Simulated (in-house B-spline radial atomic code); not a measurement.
# P⁺: ionisation energy by several methods

The task here is to estimate one member of a computed series from the others.

The numbers are computed with in-house B-spline radial atomic code version 1 (non-relativistic, several functionals, spin-polarised, exact exchange averaged over the configuration; spherical all-electron atom at the radial basis limit), except any that are marked as measured or tabulated.

### Starting point

| Property | Result |
| --- | --- |
| element | phosphorus (Z = 15) |
| charge | +1 |
| electrons | 14 |
| configuration | [Ne] 3s2 3p2 |
| nucleus | point |

The outer shells:

[Ne] 3s2 3p2
```
[Ne] core
3s [↑↓]
3p [↑ ][↑ ][  ]
```

Where spins are not typed, each open shell is filled with up spins first.

Set-up of the first run:

Input settings:

```ini
Z = 15
electrons = 14.0
configuration = [Ne] 3s2 3p2
hamiltonian = nr
method = tpssh
spin_polarised = True
exact_exchange = averaged over the configuration
```

The run is started by

```bash
python run_scf.py task.json out
```

One command runs all members of the session, one after another, from task.json.

Steps of the session up to this table: TPSSh, a global hybrid; B3LYP, a global hybrid; CAM-B3LYP, a range-separated hybrid; LC-ωPBE, a range-separated hybrid; B97-1, a global hybrid; M06-2X, a global hybrid.

One table of the session follows, with a row left open; its other results are not shown here.

| method | ΔSCF (eV) |
| --- | --- |
| TPSSh | 19.963 |
| B3LYP | 19.808 |
| B97-1 | 19.752 |
| M06-2X | ? |
| CAM-B3LYP | 19.800 |
| LC-ωPBE | 20.016 |

**Question.** Estimate the row for M06-2X.

The run gave: ΔSCF (eV): 19.597. In the column «ΔSCF (eV)» it is the lowest.
